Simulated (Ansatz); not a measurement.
Debugging the interaction energy of a dimer with the counterpoise correction of CH4SSi, SMILES [SiH3]C=S (Ansatz 0.2.0, Python API).

`dimer.py`:
```python
"""Interaction energy of two CH4SSi molecules, with the counterpoise correction."""

import ansatz

FIRST = [
    ("Si", (-0.6296, 0.2332, -0.2258)),
    ("C", (1.0109, -0.3278, 0.2604)),
    ("S", (1.1277, -1.4078, 1.5041)),
    ("H", (-1.4826, -0.8197, -0.7018)),
    ("H", (-0.5542, 1.2238, -1.3906)),
    ("H", (-1.363, 1.022, 0.8627)),
    ("H", (1.8911, 0.0761, -0.3092)),
]
SECOND = [
    ("Si", (1.058, -3.7591, -2.6867)),
    ("C", (-0.7028, -3.3901, -2.7645)),
    ("S", (-1.1663, -1.8053, -2.7795)),
    ("H", (1.8007, -3.2714, -3.8151)),
    ("H", (1.3084, -5.2694, -2.6846)),
    ("H", (1.7341, -3.2864, -1.3966)),
    ("H", (-1.4166, -4.2567, -2.8069)),
]

def energy(atoms, ghosts=()):
    molecule = ansatz.Crystal.molecule()
    for symbol, xyz in atoms:
        molecule = molecule.atom(symbol, xyz)
    calc = molecule.calculation().correlation("mp2")
    deck = calc.input()
    if ghosts:
        deck = deck.set(ansatz.key.basis.gaussian.ghost_atoms, [{"symbol": s, "position_ang": list(xyz)} for s, xyz in ghosts])
    return ansatz.Session.from_dict(deck).plan().execute().report["free_energy_ev"]


def main() -> None:
    # monomers in their own basis and in the basis of the dimer
    both = energy(FIRST + SECOND)
    alone = energy(FIRST) + energy(SECOND)
    ghosted = energy(FIRST, SECOND) + energy(SECOND, FIRST)
    print(f"dimer {both:.6f} eV")
    print(f"interaction, uncorrected   {23.060548 * (both - alone):8.3f} kcal/mol")
    print(f"interaction, counterpoise  {23.060548 * (both - ghosted):8.3f} kcal/mol")
    print(f"basis-set superposition    {23.060548 * (alone - ghosted):8.3f} kcal/mol")


if __name__ == "__main__":
    main()
```

```console
$ python dimer.py
Traceback (most recent call last):
  File "dimer.py", line 47, in <module>
    main()
    ~~~~^^
  File "dimer.py", line 37, in main
    both = energy(FIRST + SECOND)
  File "dimer.py", line 32, in energy
    return ansatz.Session.from_dict(deck).plan().execute().report["free_energy_ev"]
           ~~~~~~~~~~~~~~~~~~~~~~~~^^^^^^
ansatz.RefusalError: invalid value for `correlation`: it needs basis.gaussian or hamiltonian.integrals
$ echo $?
1
```

Find the fault and give the corrected script.

The fault: no basis is stated. The correction:

```diff
--- before
+++ after
@@ -27,3 +27,7 @@
         molecule = molecule.atom(symbol, xyz)
-    calc = molecule.calculation().correlation("mp2")
+    calc = (
+        molecule.calculation()
+        .basis(gaussian="def2-SVPD")
+        .correlation("mp2")
+    )
     deck = calc.input()
```

The mended script runs so:

```console
$ python dimer.py
dimer -39552.072190 eV
interaction, uncorrected     -1.522 kcal/mol
interaction, counterpoise     1.633 kcal/mol
basis-set superposition       3.156 kcal/mol
```

Total energies depend on the basis set; only differences at equal settings carry meaning. The dimer is a generated trial pose of unrelaxed monomers, not a minimum, so the figure is no binding energy, and the basis set is small. It ran for 32 s on 1 thread of Intel(R) Xeon(R) 6975P-C (Granite Rapids), on a shared host, peak memory 0.75 GiB.
